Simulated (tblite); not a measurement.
# C4H11N3SSi2: the cost of one run

Programs: tblite 0.8.0 and PySCF 2.14.0, with density-fitted response routines of our own. Each step states its level of theory. These are calculated values for one molecule in the gas phase, unless marked as measured. Atoms are numbered from 0 throughout.

### 1 The molecule as given

21 atoms, charge 0, multiplicity 1; geometry from: force field or distance geometry start.

Bonds of the start (Å): C0–N1 1.48, N1–Si2 1.77, Si2–N3 1.81, N3–Si4 1.80, Si4–S5 2.12, Si4–C6 1.87, C6–C7 1.52, C7–C8 1.45, C8–N9 1.16, C7–Si2 1.88, C0–H10 1.11, C0–H11 1.11, C0–H12 1.11, N1–H13 1.04, Si2–H14 1.45, N3–H15 1.04, Si4–H16 1.48, S5–H17 1.41, C6–H18 1.13, C6–H19 1.10, C7–H20 1.10.

### 2 Relaxing the molecule with GFN2-xTB

The job: settings as JSON, then the geometry in Å.

```
{"job": {"kind": "relax", "xc": "GFN2-xTB", "basis": "xTB"}, "charge": 0, "multiplicity": 1}
C      3.288000     0.283800    -0.327200
N      2.041600     1.056300    -0.165700
Si     0.801700    -0.113800     0.314000
N     -0.036500    -0.806300    -1.127200
Si    -1.758800    -0.542900    -0.689800
S     -3.053500    -2.085200    -1.366200
C     -1.626400    -0.433300     1.172300
C     -0.595800     0.681300     1.288100
C     -1.128700     1.824500     0.571500
N     -1.558100     2.739900     0.001000
H      3.455500    -0.313300     0.593700
H      3.182600    -0.429100    -1.173300
H      4.144000     0.975500    -0.440100
H      1.795200     1.508500    -1.071600
H      1.395100    -1.118700     1.170700
H      0.185900    -1.810400    -1.250200
H     -2.217500     0.771300    -1.180300
H     -4.219800    -1.480100    -1.873400
H     -1.188800    -1.392400     1.578300
H     -2.591500    -0.201600     1.643100
H     -0.322900     0.902900     2.331800
```

Run with:

```
$ OMP_NUM_THREADS=1 python probes_run.py task.json out
```

One launch serves the whole session: the jobs run in the order shown.

**Question.** How long does this first job take on 1 thread of Arm Neoverse N1, shared host, and how much memory does it need?

About 2.5 s, with a peak of 0.18 GiB.
